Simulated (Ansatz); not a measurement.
**C2H4FNSi: a ladder of functionals and wavefunction methods**

An exercise on one series of results from a longer session: the logs are not shown, and one member is left open.

The runs use Ansatz 0.2.0, Gaussian basis; functionals in def2-TZVPP, the program's frozen cores in correlated methods.

The runs, in order: LDA (SPW92), PBE-D4, revPBE-D4, BLYP-D4, r2SCAN-D4, B97M-V, PBE0-D4, B3LYP-D4, r2SCANh-D4, r2SCAN0-D4, HSE06-D4, BHLYP-D4, CAM-B3LYP-D4, LC-ωPBE, ωB97X-V, ωB97M-V, B2PLYP, PBE-QIDH; CCSD(T)/def2-SVP; CCSD(T)/def2-TZVPP; MP2/def2-QZVPP; extrapolation to the limit; RPA on PBE.

**Structure used throughout**

An earlier PBE0-D4 in a triple-zeta def2 set relaxation fixed the geometry.

SMILES `FC1=N[SiH2]C1`, 9 atoms, charge 0, spin multiplicity 1.

Atoms are counted from 1 here; the program's logs count them from 0.

Bond lengths: F1–C2 1.328 Å, C2–N3 1.265 Å, C2–C5 1.504 Å, N3–Si4 1.781 Å, Si4–C5 1.894 Å, Si4–H6 1.482 Å, Si4–H7 1.482 Å, C5–H8 1.090 Å, C5–H9 1.090 Å. Angles: F1–C2–N3 123.3°, F1–C2–C5 120.8°, N3–C2–C5 115.9°, C2–N3–Si4 87.6°, N3–Si4–C5 79.5°, N3–Si4–H6 114.5°, N3–Si4–H7 114.5°, C5–Si4–H6 117.2°, C5–Si4–H7 117.2°, H6–Si4–H7 110.8°, C2–C5–Si4 77.1°, C2–C5–H8 113.9°, C2–C5–H9 113.8°, Si4–C5–H8 119.3°, Si4–C5–H9 119.3°, H8–C5–H9 109.7°.

Geometry (Å):

```xyz
9

F     1.5311   -1.7478    0.6917
C     0.8406   -0.7600    0.1333
N     1.1978   -0.1772   -0.9316
Si   -0.2611    0.8325   -0.7782
C    -0.4381   -0.2675    0.7538
H     0.0089    2.2719   -0.5515
H    -1.2531    0.6476   -1.8634
H    -1.2302   -1.0164    0.7851
H    -0.3075    0.1707    1.7438
```

The first run:

Input file in.yaml:

```yaml
crystal:
  periodic: [false, false, false]
  atoms:
    - {symbol: F, position_ang: [1.531090, -1.747784, 0.691667]}
    - {symbol: C, position_ang: [0.840575, -0.760029, 0.133343]}
    - {symbol: N, position_ang: [1.197753, -0.177164, -0.931596]}
    - {symbol: Si, position_ang: [-0.261065, 0.832500, -0.778196]}
    - {symbol: C, position_ang: [-0.438098, -0.267512, 0.753784]}
    - {symbol: H, position_ang: [0.008925, 2.271886, -0.551487]}
    - {symbol: H, position_ang: [-1.253122, 0.647615, -1.863437]}
    - {symbol: H, position_ang: [-1.230165, -1.016367, 0.785144]}
    - {symbol: H, position_ang: [-0.307493, 0.170655, 1.743779]}
basis:
  gaussian: {orbitals: def2-TZVPP}
hamiltonian: {xc: lda}
output: {orbitals: {seedname: orbitals}}
```

Started as:

```console
> ansatz run in.yaml --threads 2 --pin off --events-out ev --progress --plain --max-ram 4352MiB
```

Among the steps run: LDA; PBE-D4 (GGA); revPBE-D4 (GGA); BLYP-D4 (GGA); r2SCAN-D4 (meta-GGA); B97M-V (meta-GGA); B3LYP-D4 (hybrid); r2SCANh-D4 (hybrid); r2SCAN0-D4 (hybrid); HSE06-D4 (hybrid); BHLYP-D4 (hybrid); CAM-B3LYP-D4 (range-separated); LC-ωPBE (range-separated); ωB97X-V (range-separated); ωB97M-V (range-separated); B2PLYP (double hybrid); PBE-QIDH (double hybrid).

One of the session's tables, all rows but one given; the rest of the session is left out.

It belongs to the step «Orbital energies across the functionals». 

```
  functional  HOMO (eV)  gap (eV)
 LDA (SPW92)          ?         ?
      PBE-D4      -6.56      5.24
   revPBE-D4      -6.50      5.27
     BLYP-D4      -6.45      5.25
   r2SCAN-D4      -6.87      5.80
      B97M-V      -7.03      6.05
     PBE0-D4      -8.07      7.87
    B3LYP-D4      -7.82      7.36
  r2SCANh-D4      -7.43      6.78
  r2SCAN0-D4      -8.28      8.24
    HSE06-D4      -7.66      7.08
    BHLYP-D4      -9.50     10.24
CAM-B3LYP-D4      -9.52     10.40
     LC-ωPBE     -10.88     12.95
     ωB97X-V     -10.52     12.46
     ωB97M-V     -10.44     12.02
```

**Question.** Estimate the row for LDA (SPW92).

As computed: HOMO (eV): -6.71; gap (eV): 5.14. In the column «HOMO (eV)» it lies between r2SCAN-D4 (-6.87) and PBE-D4 (-6.56).
